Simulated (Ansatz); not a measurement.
# C2H5AlClF: the cost of one run

All numbers below are computed with Ansatz 0.2.0 (RKS PBE0/6-31G*).

1 further run of the same task is left out (it didn't finish).

## (1) The system as given

Bond lengths: F1–Al2 1.743 Å, Al2–C3 1.987 Å, C3–C4 1.527 Å, C4–Cl5 1.761 Å, Al2–H6 1.609 Å, C3–H7 1.090 Å, C3–H8 1.179 Å, C4–H9 1.157 Å, C4–H10 1.068 Å. Angles (14 of 15 angles, heavy atoms first): F1–Al2–C3 118.1°, Al2–C3–C4 113.7°, C3–C4–Cl5 112.3°, F1–Al2–H6 120.9°, C3–Al2–H6 121.0°, Al2–C3–H7 110.4°, Al2–C3–H8 107.7°, C4–C3–H7 112.8°, C4–C3–H8 104.6°, C3–C4–H9 102.7°, C3–C4–H10 110.9°, Cl5–C4–H9 108.8°, Cl5–C4–H10 113.6°, H7–C3–H8 107.1°.

Coordinates:

```xyz
10

F    -2.4957    1.1219    0.6488
Al   -0.8393    0.9588    1.1663
C     0.2550   -0.4910    0.3613
C     0.4847   -0.3250   -1.1395
Cl    1.4170   -1.6531   -1.8224
H    -0.2123    1.9618    2.2576
H    -0.1577   -1.4662    0.6204
H     1.3327   -0.4328    0.8361
H    -0.5896   -0.3644   -1.5666
H     0.8884    0.6388   -1.3591
```

## (2) End point A

File input.yaml:

```yaml
crystal:
  periodic: [false, false, false]
  atoms:
    - { symbol: F, position_ang: [-2.4957, 1.1219, 0.6488] }
    - { symbol: Al, position_ang: [-0.8393, 0.9588, 1.1663] }
    - { symbol: C, position_ang: [0.255, -0.491, 0.3613] }
    - { symbol: C, position_ang: [0.4847, -0.325, -1.1395] }
    - { symbol: Cl, position_ang: [1.417, -1.6531, -1.8224] }
    - { symbol: H, position_ang: [-0.2123, 1.9618, 2.2576] }
    - { symbol: H, position_ang: [-0.1577, -1.4662, 0.6204] }
    - { symbol: H, position_ang: [1.3327, -0.4328, 0.8361] }
    - { symbol: H, position_ang: [-0.5896, -0.3644, -1.5666] }
    - { symbol: H, position_ang: [0.8884, 0.6388, -1.3591] }
basis:
  gaussian: { orbitals: "6-31G*" }
hamiltonian:
  xc: pbe0
relax:
  f_tol: 0.015
  max_steps: 40
```

The run is started by

```
$ ansatz run input.yaml --threads 2 --pin off --max-ram 3072MiB --backend cpu --events-out ev --progress --plain --runs-dir out
```

Q: Estimate wall time and peak memory on 2 threads of Intel Xeon Platinum 8488C (Sapphire Rapids), shared host.

About 47 s, with a peak of 0.22 GiB.
